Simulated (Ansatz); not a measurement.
# ZrCl (sextet): from Hartree-Fock to the top rungs, def2-TZVPP

One table from this session's results is given with a row withheld; the runs are named, their logs left out.

The runs use Ansatz 0.2.0, Gaussian basis; def2-TZVPP, core rule «outside noble gas», up to 9 orbitals frozen.

The runs, in order: UHF; ROHF; CCSD(T) on UHF.

## What is computed

The geometry is a PBE0/def2-TZVP stationary point (not a proven minimum) of the parent state, kept for this charge and spin. No spin-orbit coupling is included. Elements past krypton take def2 core potentials.

2 atoms, charge 0, spin multiplicity 6.

Atoms are counted from 1 here; the program's logs count them from 0.

Bond lengths: Zr1–Cl2 2.345 Å.

Set-up of the first run:

File in.yaml:

```yaml
crystal:
  periodic: [false, false, false]
  atoms:
    - {symbol: Zr, position_ang: [0.000000, 0.000000, 0.000000]}
    - {symbol: Cl, position_ang: [0.000000, 0.000000, 2.344575]}
basis:
  gaussian: {orbitals: def2-TZVPP}
magnetization: {spin_polarized: true, initial_magnetization: 5}
hamiltonian: {xc: hf}
output: {orbitals: {seedname: orbitals}}
```

Command:

```console
$ ansatz run in.yaml --threads 1 --pin off --events-out ev --progress --plain --max-ram 2816MiB --backend cpu
```

Steps of the session up to this table: UHF; ROHF; CCSD(T) on UHF.

One of the session's tables, all rows but one given; the rest of the session is left out.

| method | from UCCSD(T) (kJ/mol) |
| --- | --- |
| ROHF | ? |
| UHF | +635.2 |
| UMP2 | +100.9 |
| UCCSD | +22.5 |
| UCCSD(T) | 0 |

**Question.** Estimate the row for ROHF.

**Answer.** from UCCSD(T) (kJ/mol): +663.7. In the column «from UCCSD(T) (kJ/mol)» it is the highest.
